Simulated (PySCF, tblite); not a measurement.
# C₄H₅BOS: geometry, infrared bands and NMR shifts

Wanted: the infrared bands and NMR shifts of C₄H₅BOS (`C=CC1=CSBO1`), by calculation.

The runs use tblite 0.8.0 and PySCF 2.14.0, with density-fitted response routines of our own; the level of theory stands in each step. All values are computed, except where a source is named. Atoms count from 0, in the outputs and in this text.

## Step 1: Starting geometry

12 atoms, charge 0, multiplicity 1; geometry from: force field or distance geometry start.

Bonds of the start (Å): C0–C1 1.32, C1–C2 1.50, C2–C3 1.32, C3–S4 1.80, S4–B5 1.89, B5–O6 1.45, O6–C2 1.33, C0–H7 1.08, C0–H8 1.09, C1–H9 1.07, C3–H10 1.09, B5–H11 1.18.

## Step 2: Relaxing the molecule with GFN2-xTB

Job settings and geometry (Å):

```
{"job": {"kind": "relax", "xc": "GFN2-xTB", "basis": "xTB"}, "charge": 0, "multiplicity": 1}
C     -1.965400    -0.980000     0.224900
C     -1.359800     0.173100     0.455400
C      0.083400     0.280100     0.063100
C      0.741800     1.403900     0.262600
S      2.434300     1.239200    -0.312300
B      2.138000    -0.534400    -0.902100
O      0.747600    -0.712300    -0.533600
H     -3.002800    -1.133300     0.494400
H     -1.366100    -1.757200    -0.256700
H     -1.833000     1.003700     0.935200
H      0.402700     2.331600     0.730100
H      2.980500    -1.315000    -1.187100
```

Launch:

```
OMP_NUM_THREADS=1 python probes_run.py task.json out
```

This one command runs all jobs of the session in turn.

**Question.** This job is followed by: GFN2-xTB harmonic vibrations, gas phase; GIAO PBE0/pcSseg-1 NMR shielding, non-relativistic, gas phase. Predict these results of the whole session: strongest single infrared mode (GFN2-xTB); zero-point energy (GFN2-xTB); 13C shifts against TMS (PBE0/pcSseg-1); 1H shifts against TMS (PBE0/pcSseg-1); 33S shifts against CS2 (PBE0/pcSseg-1); 11B shifts against BF3·OEt2 (PBE0/pcSseg-1); 17O shifts against H2O (PBE0/pcSseg-1).

**Answer**, as computed:

| quantity | value |
| --- | --- |
| strongest single infrared mode (GFN2-xTB) | 2744 cm⁻¹, 84 km/mol |
| zero-point energy (GFN2-xTB) | 51.7 kcal/mol |
| 13C shifts against TMS (PBE0/pcSseg-1) | 163.5, 133.0, 122.7, 117.1 ppm |
| 1H shifts against TMS (PBE0/pcSseg-1) | 6.64, 6.34, 6.30, 5.73, 5.67 ppm |
| 33S shifts against CS2 (PBE0/pcSseg-1) | 118 ppm |
| 11B shifts against BF3·OEt2 (PBE0/pcSseg-1) | 39.1 ppm |
| 17O shifts against H2O (PBE0/pcSseg-1) | 272.9 ppm |

**Reading.** Relaxing lowered the energy by 0.673 eV in 33 steps; the close pair that moved most is B5–O6, from 1.449 to 1.339 Å. All 30 modes are real, so the xTB geometry is a minimum. The strongest single mode, at 2744 cm⁻¹, moves mainly H11. Unscaled tight-binding wavenumbers are off by several per cent, some by more. Its intensities can rank the bands wrongly. The most deshielded hydrogen is H9 (hydrogen on an alkene CH), at 6.64 ppm: olefinic region. At PBE0/pcSseg-1: Shielding is most anisotropic at O6 (span 387 ppm, paramagnetic term -332 ppm). NICS(1)zz of -16 ppm above the planar ring from C2 marks a diatropic (aromatic) ring current.
